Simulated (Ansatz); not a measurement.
# GeH4OTe, SMILES [OH][GeH2][TeH]: vertical and adiabatic energies of changing the electron count

Run with the Python package of Ansatz (0.2.0).

Contents of `geh4ote.xyz`:
```text
7

O    -1.34070   -0.45640   -0.81580
Ge   -0.15670    0.69360   -0.16200
Te    2.06480   -0.51920   -0.03790
H    -1.32790   -1.16520   -0.20200
H    -0.01460    1.92710   -1.10170
H    -0.57960    1.16850    1.25620
H     1.41600   -1.71630    1.01750
```

Script `adiabatic.py`:
```python
import ansatz as az
import numpy as np

params = {
    "basis": "def2-SVP",
    "xc": "b3lyp",
    "charge": 1,
}


def main() -> None:
    geometry = az.Crystal.molecule_from_extxyz("geh4ote.xyz")

    base = geometry.calculation().basis(gaussian=params["basis"]).functional(params["xc"])
    symbols = [site.symbol for site in geometry.cartesian_sites]
    start = np.array([site.position_ang for site in geometry.cartesian_sites], dtype=float)
    data = base.relax(force_tolerance=0.01, max_steps=100).run(threads=1).report
    end = np.array(data["positions_ang"])

    minimum = az.Crystal.molecule()
    for symbol, place in zip(symbols, end):
        minimum = minimum.atom(symbol, place.tolist())
    ion = (
        minimum.calculation()
        .basis(gaussian=params["basis"])
        .functional(params["xc"])
        .charge(params["charge"])
        .spin("collinear", total=1)
    )
    vertical = ion.run(threads=1).report
    settled = ion.relax(force_tolerance=0.01, max_steps=80).run(threads=1).report
    print(f"vertical ionisation energy   {vertical['free_energy_ev'] - data['free_energy_ev']:.3f} eV")
    print(f"adiabatic, no zero point     {settled['free_energy_ev'] - data['free_energy_ev']:.3f} eV")
    print(f"relaxation energy of the ion {vertical['free_energy_ev'] - settled['free_energy_ev']:.3f} eV")
    ionised = np.array(settled["positions_ang"])
    print("final positions (A) and the move of each atom")
    for symbol, xyz, old in zip(symbols, ionised, end):
        print(f"{symbol:2s} {xyz[0]:10.5f} {xyz[1]:10.5f} {xyz[2]:10.5f}   {np.linalg.norm(xyz - old):7.4f}")


if __name__ == "__main__":
    main()
```

Output of `python adiabatic.py`:
```text
vertical ionisation energy   8.717 eV
adiabatic, no zero point     8.395 eV
relaxation energy of the ion 0.321 eV
final positions (A) and the move of each atom
O    -1.21147   -0.53247   -0.85484    0.4278
Ge   -0.25697    0.74453   -0.12579    0.1687
Te    2.24423   -0.44751    0.05346    0.4647
H    -1.76849   -1.06621   -0.26648    0.3406
H     0.02156    1.82425   -1.16604    0.1475
H    -0.59274    1.10438    1.32605    0.1979
H     1.62518   -1.69487    0.98795    0.6158
```

Reading the output:
- The settings weren't tested for convergence.
- The energies are electronic: no zero-point or thermal terms, and the basis set is short of its limit. The product may relax into another structure. The relaxation finds the nearest minimum, so the adiabatic value is an upper bound.
- def2 sets replace the cores of elements past krypton by effective core potentials.
- b3lyp holds the VWN-RPA fit, as in Gaussian; the form of ORCA and Turbomole is b3lyp5.
- Finished in 4.8 min on 1 thread of Arm Neoverse V1 (shared host), peak memory 0.38 GiB.
